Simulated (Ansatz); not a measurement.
What does this script print? It uses Ansatz 0.2.0 through its Python package.

`opt_c2h5nsi.py`:
```python
'''Geometry optimisation of C2H5NSi.'''

import ansatz as az
from ase import Atoms
import numpy as np


def main() -> None:
    atoms = Atoms(['C', 'Si', 'C', 'N', 'H', 'H', 'H', 'H', 'H'], positions=[
        (-0.4295, 1.2073, 0.0579),
        (0.6526, -0.1572, -0.2376),
        (0.3423, -1.6999, 0.4989),
        (-0.3879, -1.5651, -0.4286),
        (-1.2774, 1.2758, -0.7167),
        (-0.9503, 1.215, 1.031),
        (0.0795, 2.2102, -0.005),
        (1.4687, -0.07, -1.5083),
        (0.5905, -2.4625, 1.2914),
    ])
    molecule = az.Crystal.molecule_from_ase(atoms)

    calc = (
        molecule.calculation()
        .basis(gaussian='def2-SVP')
        .functional('pbe0')
    )
    symbols = [site.symbol for site in molecule.cartesian_sites]
    start = np.array([site.position_ang for site in molecule.cartesian_sites], dtype=float)
    report = calc.relax(force_tolerance=0.02, max_steps=100).run(threads=1, pin='off').report
    end = np.array(report['positions_ang'])

    print(f'E = {report["free_energy_ev"]:.6f} eV = {report["free_energy_ev"] / 27.211386246:.7f} Ha')
    print('converged:', report['converged'], ' doubts:', report['published_state_doubts'] or 'none')

    print('final positions (A) and the move of each atom')
    for symbol, xyz, old in zip(symbols, end, start):
        print(f'{symbol:2s} {xyz[0]:10.5f} {xyz[1]:10.5f} {xyz[2]:10.5f}   {np.linalg.norm(xyz - old):7.4f}')


if __name__ == '__main__':
    main()
```

`python opt_c2h5nsi.py` gives:
```text
E = -11508.722278 eV = -422.9377428 Ha
converged: True  doubts: none
final positions (A) and the move of each atom
C    -0.49247    1.31410    0.02286    0.1288
Si    0.43002   -0.23419   -0.44760    0.3155
C     0.48660   -1.70205    0.57835    0.1647
N    -0.42236   -1.83375   -0.30940    0.2959
H    -1.07075    1.69810   -0.83227    0.4841
H    -1.18885    1.10098    0.84693    0.3222
H     0.19951    2.10689    0.34689    0.3859
H     1.36004   -0.09098   -1.59574    0.1410
H     0.78676   -2.40549    1.37299    0.2201
```

What to keep in mind:
- Total energies depend on the basis set; only differences at equal settings carry meaning.
- The end point is the stationary point reached from this start; no frequency run checks that it is a minimum, and the basis set is modest.
- The whole script took 32 s on 1 thread of Arm Neoverse V2, with other jobs on the host, peak memory 0.24 GiB.

(Lines on the test bed's own set-up are left out of the output.)
